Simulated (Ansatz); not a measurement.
# HBr (singlet): from Hartree-Fock to the top rungs at distance Br1–H2 = 1.421 Å, cc-pVTZ

Aim: climb from Hartree-Fock through coupled cluster and multireference methods for HBr (singlet) at one geometry and basis, and see what each rung misses.

Computed with Ansatz 0.2.0, Gaussian basis. Level: cc-pVTZ, core rule «outside noble gas», up to 14 orbitals frozen.

The runs, in order: UHF; CCSD(T) on RHF; BCCD(T) on RHF; CISD; CCSDT(Q) on RHF; CASSCF and MRCISD+Q, 2 electrons in 2 orbitals; CASSCF and NEVPT2, 2 electrons in 2 orbitals; CASSCF and MRCISD+Q, 8 electrons in 5 orbitals; CASSCF and NEVPT4(SD), 8 electrons in 5 orbitals; CASSCF and NEVPT2, 8 electrons in 5 orbitals.

11 further runs of the same task are left out: 9 that didn't finish, 2 set aside as unsound or not needed.

## (1) What is computed

The geometry derives from a PBE0/def2-TZVP stationary point (not a proven minimum). One bond is set to the value named and the two fragments are kept rigid. No spin-orbit coupling is included. The filled d shell of Br may be among the frozen orbitals whatever the setting's name suggests; the logs give the count.

2 atoms, charge 0, spin multiplicity 1.

Atoms are counted from 1 here; the program's logs count them from 0.

Bond lengths: Br1–H2 1.421 Å.

## (2) UHF

Input file in.yaml:

```yaml
crystal:
  periodic: [false, false, false]
  atoms:
    - {symbol: Br, position_ang: [0.000000, 0.000000, 0.000000]}
    - {symbol: H, position_ang: [0.000000, 0.000000, 1.420600]}
basis:
  gaussian: {orbitals: cc-pVTZ}
magnetization: {spin_polarized: true, initial_magnetization: 0}
hamiltonian: {xc: hf}
output: {orbitals: {seedname: orbitals}}
```

Started as:

```console
$ ansatz run in.yaml --threads 1 --pin off --events-out ev --progress --plain --max-ram 2393MiB
```

Further steps of the session: CCSD(T) on RHF; BCCD(T) on RHF; CISD; CCSDT(Q) on RHF; CASSCF and MRCISD+Q, 2 electrons in 2 orbitals; CASSCF and NEVPT2, 2 electrons in 2 orbitals; CASSCF and MRCISD+Q, 8 electrons in 5 orbitals; CASSCF and NEVPT4(SD), 8 electrons in 5 orbitals; CASSCF and NEVPT2, 8 electrons in 5 orbitals.

**Question.** What will the summary of the whole plan be? Wanted: RCCSDT(Q) below the RHF energy; RMP2 from RCCSDT(Q); RCCSD from RCCSDT(Q); RCCSD(T) from RCCSDT(Q); NEVPT2 pair from RCCSDT(Q); MRCISD+Q pair from RCCSDT(Q); NEVPT2 valence from RCCSDT(Q); T1 diagnostic; effectively unpaired electrons.

**Answer**, as computed:

| quantity | value |
| --- | --- |
| RCCSDT(Q) below the RHF energy | -5.4334 eV |
| RMP2 from RCCSDT(Q) | +68.6 kJ/mol |
| RCCSD from RCCSDT(Q) | +18.7 kJ/mol |
| RCCSD(T) from RCCSDT(Q) | +1.9 kJ/mol |
| NEVPT2 pair from RCCSDT(Q) | +68.5 kJ/mol |
| MRCISD+Q pair from RCCSDT(Q) | +4.2 kJ/mol |
| NEVPT2 valence from RCCSDT(Q) | +108.7 kJ/mol |
| levels within 1 kcal/mol (43 meV) | RCCSD(T), BCCD(T), RCCSDT |
| T1 diagnostic | 0.006 |
| effectively unpaired electrons | 0.01 |

**Reading.** RCCSD(T) lands +1.9 kJ/mol from the yardstick (0.4 % of the correlation energy). One determinant dominates. Of the multireference levels listed MRCISD+Q pair comes nearest in total energy (+4.2 kJ/mol), which doesn't show that its space is the better one. These misses are within one basis, not against nature.
